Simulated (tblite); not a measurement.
# C6H14Ge: the cost of one run

The runs use tblite 0.8.0 and PySCF 2.14.0, with density-fitted response routines of our own; the level of theory stands in each step. All values are computed, except where a source is named. Atoms are numbered from 0 throughout.

## (1) Starting geometry

21 atoms, charge 0, multiplicity 1; geometry from: force field or distance geometry start.

Bonds of the start (Å): C0–C1 1.51, C1–C2 1.54, C2–C3 1.54, C3–C4 1.54, C4–Ge5 1.93, Ge5–C6 1.95, Ge5–C2 1.92, C0–H7 1.12, C0–H8 1.11, C0–H9 1.12, C1–H10 1.12, C1–H11 1.12, C2–H12 1.11, C3–H13 1.11, C3–H14 1.10, C4–H15 1.11, C4–H16 1.11, Ge5–H17 1.55, C6–H18 1.11, C6–H19 1.10, C6–H20 1.12.

## (2) Geometry optimisation with GFN2-xTB

What the job is given:

```
{"job": {"kind": "relax", "xc": "GFN2-xTB", "basis": "xTB"}, "charge": 0, "multiplicity": 1}
C     -2.801800     0.475100     0.178600
C     -1.518800    -0.052100     0.772900
C     -0.291300     0.295400    -0.083900
C     -0.176300    -0.535700    -1.375700
C      1.145100    -1.232400    -1.014900
Ge     1.341900    -0.360600     0.692200
C      2.753500     0.985200     0.680300
H     -2.752900     1.587300     0.077500
H     -2.990300     0.019800    -0.815200
H     -3.665600     0.224100     0.850700
H     -1.384000     0.395200     1.786900
H     -1.595700    -1.161800     0.912700
H     -0.233900     1.391000    -0.281900
H     -0.989800    -1.286200    -1.493700
H     -0.077800     0.110400    -2.264700
H      1.959500    -0.948000    -1.708900
H      1.032300    -2.326200    -0.905700
H      1.177400    -1.285600     1.930500
H      3.737900     0.488000     0.797800
H      2.727600     1.542200    -0.267800
H      2.594100     1.691900     1.531900
```

Launch:

```
> OMP_NUM_THREADS=1 python probes_run.py task.json out
```

One launch serves the whole session: the jobs run in the order shown.

**Question.** How long does this first job take on 1 thread of Arm Neoverse V1, shared host, and how much memory does it need?

About 1.1 s, with a peak of 0.18 GiB.
